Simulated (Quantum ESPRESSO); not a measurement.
This Quantum ESPRESSO 7.5 run on NbTe2 needs a look.

Contents of pw.in:

```
&CONTROL
  calculation = 'scf'
  prefix = 'pwscf'
  outdir = './tmp'
  pseudo_dir = './pseudo'
  tprnfor = .true.
  disk_io = 'nowf'
/
&SYSTEM
  ibrav = 0
  nat = 3
  ntyp = 2
  ecutwfc = 45
  ecutrho = 360
  nbnd = 22
  occupations = 'smearing'
  smearing = 'gaussian'
  degauss = 0.00367493
  nspin = 2
  starting_magnetization(1) = 0.0769
  starting_magnetization(2) = 0
  nosym = .true.
/
&ELECTRONS
  conv_thr = 1.2d-07
  electron_maxstep = 50
  mixing_beta = 0.3
  mixing_ndim = 12
/
ATOMIC_SPECIES
Nb    92.9064 nb_lda_v1.uspp.F.UPF
Te   127.6000 te_lda_v1.uspp.F.UPF
CELL_PARAMETERS bohr
   2.0937120000    1.2088051900    6.3300799100
  -2.0937120000    1.2088051900    6.3300799100
   0.0000000000   -2.4176103700    6.3300799100
ATOMIC_POSITIONS crystal
Nb     0.0000000000    0.0000000000    0.0000000000
Te     0.2520000000    0.2520000000    0.2520000000
Te     0.7480000000    0.7480000000    0.7480000000
K_POINTS automatic
3 3 3 0 0 0
HUBBARD {atomic}
U Nb-4d 6.0
```

Potentials or basis: GBRV 1.5 LDA.

The run is started by

```console
$ OMP_NUM_THREADS=1 pw.x -in pw.in > pw.out
```

pw.out:

```text
This program is part of the open-source Quantum ESPRESSO suite
     for quantum simulation of materials; please cite
         "P. Giannozzi et al., J. Phys.:Condens. Matter 21 395502 (2009);
         "P. Giannozzi et al., J. Phys.:Condens. Matter 29 465901 (2017);
         "P. Giannozzi et al., J. Chem. Phys. 152 154105 (2020);
     in publications or presentations arising from this work. More details at

     G-vector sticks info
     --------------------
     sticks:   dense  smooth     PW     G-vecs:    dense   smooth      PW
     Sum         779     387    137                11133     3927     789

     Using Slab Decomposition

     bravais-lattice index     =            0
     lattice parameter (alat)  =       6.7760  a.u.
     unit-cell volume          =      96.1244 (a.u.)^3
     number of atoms/cell      =            3
     number of atomic types    =            2
     number of electrons       =        25.00
     number of Kohn-Sham states=           22
[... 289 lines left out ...]
       0.546  0.596  0.211  0.550 -0.000
      -0.596  0.546 -0.550  0.211  0.000
       0.435 -0.398 -0.754  0.289  0.000
      -0.398 -0.435  0.289  0.754 -0.000
     occupation matrix ns (before diag.):
       1.022 -0.000  0.000  0.000 -0.000
      -0.000  0.870  0.000  0.000  0.107
       0.000  0.000  0.870  0.107  0.000
[... 17 lines left out ...]
     Number of occupied Hubbard levels =    9.2747

[... 172 lines left out ...]
     the Fermi energy is    72.3003 ev

!    total energy              =    -143.78978498 Ry
     estimated scf accuracy    <       0.00000008 Ry
     smearing contrib. (-TS)   =      -0.00031936 Ry
     internal energy E=F+TS    =    -143.78946563 Ry

     The total energy is F=E-TS. E is the sum of the following terms:
     one-electron contribution =      69.37960935 Ry
     hartree contribution      =      27.00915953 Ry
     xc contribution           =     -58.95580655 Ry
     ewald contribution        =    -181.34335941 Ry
     Hubbard energy            =       0.12093145 Ry

     total magnetization       =     0.08 Bohr mag/cell
     absolute magnetization    =     0.08 Bohr mag/cell

     convergence has been achieved in  10 iterations

     Forces acting on atoms (cartesian axes, Ry/au):

     atom    1 type  1   force =    -0.00000034    0.00000005   -0.00000060
     atom    2 type  2   force =     0.00000078    0.00000034  -13.05653488
     atom    3 type  2   force =    -0.00000043   -0.00000039   13.05653548

     Total force =    18.464729     Total SCF correction =     0.000444

=------------------------------------------------------------------------------=
   JOB DONE.
=------------------------------------------------------------------------------=
```

Question: How did it end, and where is the flaw?

Answer: The calculation finished and met its thresholds. The input holds a flaw that was put in on purpose: cell typed in angstrom but marked bohr. The program doesn't stop on it, so the numbers can't be trusted though the run ends normally.
